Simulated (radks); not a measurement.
**Sn⁴⁻ held by a Watson sphere**

An exercise on one series of results from a longer session: the logs are not shown, and one member is left open.

Method: scalar-relativistic Kohn-Sham, LDA (Slater exchange, VWN5 correlation), spin-polarised, spherical densities, point nucleus. Code: radks (a radial shooting solver on a logarithmic mesh, Libxc functionals) version 1.

**What is computed**

- element: tin (Z = 50)
- charge: -4
- electrons: 54
- configuration: [Xe]

The outer shells:

Sn⁴⁻
```
[Kr] core
4d [↑↓][↑↓][↑↓][↑↓][↑↓]
5s [↑↓]
5p [↑↓][↑↓][↑↓]
```

The first run:

Settings of this run:

```text
Z 50
configuration [Xe]
relativity scalar-relativistic
functional lda,vwn5
spin polarised
nucleus point
c 137.035999084
watson charge 4 radius 3.02 bohr
response adiabatic LDA kernel
```

Steps of the session up to this table: R = 3.02 bohr; R = 4.21 bohr; R = 4.23 bohr; R = 4.54 bohr; R = 4.65 bohr; R = 5.2 bohr; R = 5.32 bohr.

One table of the session follows, with a row left open; its other results are not shown here.

```
R (bohr)  highest level (eV)  its <r> (bohr)  sum of <r²> (bohr²)  α (bohr³)
    3.02              -6.262           3.126                105.0      74.69
    4.21              -4.551           3.781                139.1      171.4
    4.23              -4.527           3.793                139.7      173.7
    4.54              -4.184           3.969                149.8      214.0
    4.65              -4.071           4.032                153.5      230.1
     5.2                   ?               ?                    ?          ?
    5.32              -3.489           4.419                177.6      351.3
```

**Question.** Estimate the row for R (bohr) = 5.2.

Worked estimate for «highest level (eV)». A straight line through the neighbours (4.65, -4.071) and (5.32, -3.489) gives -4.071 + (-3.489 + 4.071) × (5.2 − 4.65) / (5.32 − 4.65) = -3.593; a parabola fitted to 3 rows on both sides gives -3.580.

As computed: highest level (eV): -3.582; its <r> (bohr): 4.349; sum of <r²> (bohr²): 173.1; α (bohr³): 326.5. In «highest level (eV)» the line misses by -0.011 and the parabola by +0.002.

From R = 3.02 to 5.32 bohr the top level moves from -6.262 to -3.489 eV and its mean radius from 3.13 to 4.42 bohr. A wider sphere makes a shallower well, so the ion swells.
